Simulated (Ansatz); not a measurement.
# CH₉N₄Ta: small, medium and large basis sets

An exercise on one series of results from a longer session: the logs are not shown, and one member is left open.

The runs use Ansatz 0.2.0, Gaussian basis; one geometry, several basis sets.

Plan: PBE0-D4/def2-SVP; ωB97M-V/def2-SVP; PBE0-D4/def2-QZVPP; ωB97M-V/def2-QZVPP; the functionals' def2-TZVPP values are taken from earlier runs.

**The geometry**

An earlier PBE0-D4 in a triple-zeta def2 set relaxation fixed the geometry. Ta takes the def2 core potential; no spin-orbit term is included.

SMILES `C[N]=[Ta]([NH2])([NH2])[NH2]`, 15 atoms, charge 0, spin multiplicity 1.

Atoms are counted from 1 here; the program's logs count them from 0.

Bond lengths: C1–N2 1.418 Å, C1–H7 1.097 Å, C1–H8 1.097 Å, C1–H9 1.097 Å, N2–Ta3 1.778 Å, Ta3–N4 1.994 Å, Ta3–N5 1.994 Å, Ta3–N6 2.018 Å, N4–H10 1.011 Å, N4–H11 1.008 Å, N5–H12 1.011 Å, N5–H13 1.008 Å, N6–H14 1.011 Å, N6–H15 1.011 Å. Angles: N2–C1–H7 112.2°, N2–C1–H8 111.2°, N2–C1–H9 111.2°, H7–C1–H8 107.5°, H7–C1–H9 107.5°, H8–C1–H9 107.1°, C1–N2–Ta3 168.8°, N2–Ta3–N4 105.4°, N2–Ta3–N5 105.4°, N2–Ta3–N6 116.0°, N4–Ta3–N5 116.8°, N4–Ta3–N6 106.8°, N5–Ta3–N6 106.8°, Ta3–N4–H10 123.7°, Ta3–N4–H11 126.0°, H10–N4–H11 109.8°, Ta3–N5–H12 123.7°, Ta3–N5–H13 125.9° and more.

Set-up of the first run:

File in.yaml:

```yaml
crystal:
  periodic: [false, false, false]
  atoms:
    - {symbol: C, position_ang: [0.479059, -2.050844, 1.486976]}
    - {symbol: N, position_ang: [0.375111, -0.938305, 0.614618]}
    - {symbol: Ta, position_ang: [-0.079880, 0.477228, -0.361236]}
    - {symbol: N, position_ang: [0.076191, -0.115896, -2.259037]}
    - {symbol: N, position_ang: [1.139386, 1.941449, 0.227731]}
    - {symbol: N, position_ang: [-1.964833, 1.152683, -0.113571]}
    - {symbol: H, position_ang: [-0.453914, -2.237750, 2.033338]}
    - {symbol: H, position_ang: [1.271569, -1.898876, 2.230352]}
    - {symbol: H, position_ang: [0.726596, -2.965916, 0.934577]}
    - {symbol: H, position_ang: [-0.052853, 0.499017, -3.050936]}
    - {symbol: H, position_ang: [0.421877, -1.008777, -2.573905]}
    - {symbol: H, position_ang: [1.174459, 2.851999, -0.209970]}
    - {symbol: H, position_ang: [1.896120, 1.851661, 0.887471]}
    - {symbol: H, position_ang: [-2.255277, 1.702034, 0.683324]}
    - {symbol: H, position_ang: [-2.775409, 0.689594, -0.500432]}
basis:
  gaussian: {orbitals: def2-SVP}
hamiltonian: {xc: pbe0, dispersion: d4}
output: {orbitals: {seedname: orbitals}}
```

Run with:

```bash
$ ansatz run in.yaml --threads 4 --pin off --events-out ev --progress --plain --max-ram 11315MiB
```

Among the steps run: PBE0-D4 in def2-SVP; ωB97M-V in def2-SVP; PBE0-D4 in def2-QZVPP; ωB97M-V in def2-QZVPP.

One table of the session follows, with a row left open; its other results are not shown here.

It belongs to the step «Functionals by basis». 

```
functional       basis  HOMO (eV)  LUMO (eV)
   PBE0-D4    def2-SVP      -6.30       0.20
   PBE0-D4  def2-TZVPP      -6.38       0.06
   PBE0-D4  def2-QZVPP      -6.44      -0.16
   ωB97M-V    def2-SVP      -8.55       1.74
   ωB97M-V  def2-TZVPP      -8.64       1.41
   ωB97M-V  def2-QZVPP          ?          ?
```

Estimate the missing values for ωB97M-V, def2-QZVPP.

**Answer.** HOMO (eV): -8.70; LUMO (eV): 0.77. In the column «HOMO (eV)» it is the lowest.
